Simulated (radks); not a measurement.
# Excited configurations of La

An exercise on one series of results from a longer session: the logs are not shown, and one member is left open.

Program: radks (a radial shooting solver on a logarithmic mesh, Libxc functionals) version 1. Level of theory: scalar-relativistic Kohn-Sham, PBE, spin-polarised, spherical densities, finite nucleus; open shells are filled with parallel spins first. These are calculated values, not measurements, unless marked.

### Starting point

```
element            : lanthanum (Z = 57)
charge             : 0
electrons          : 57
configuration      : [Xe] 5d1 6s2
nuclear rms radius : 4.855 fm
```

The outer shells:

La
```
[Xe] core
5d [↑ ][  ][  ][  ][  ]
6s [↑↓]
```

The first run:

The run's settings:

```text
Z 57
configuration [Xe] 5d1 6s2
relativity scalar-relativistic
functional pbe,pbe
spin polarised
nucleus finite rms 4.855 fm
c 137.035999084
```

Steps of the session up to this table: Ground configuration: [Xe] 5d1 6s2.

One table of the session follows, with a row left open; its other results are not shown here.

It belongs to the step «Ground configuration: [Xe] 5d1 6s2». Sizes of the orbitals, from the radial functions (bohr):

| level | <r> | outermost maximum (interpolated) | 90 % within | nodes |
| --- | --- | --- | --- | --- |
| 5s up | 1.560 | 1.41 | 2.24 | 4 |
| 5s down | 1.555 | 1.41 | 2.23 | 4 |
| 5p up | 1.807 | 1.59 | 2.64 | 3 |
| 5p down | 1.801 | 1.58 | 2.63 | 3 |
| 6s up | 4.381 | 3.79 | 6.41 | 5 |
| 6s down | 4.477 | 3.85 | 6.57 | 5 |
| 5d up | 2.973 | 2.22 | 4.73 | 2 |
| 5d down | ? | ? | ? | ? |

Q: Estimate the row for 5d down from the others.

The run gave: <r>: 3.040; outermost maximum (interpolated): 2.21; 90 % within: 4.89; nodes: 2. In the column «<r>» it lies between 5d up (2.973) and 6s up (4.381).

Caveats from the session: Open shells are spherical and high-spin; term and fine-structure splittings are not resolved.
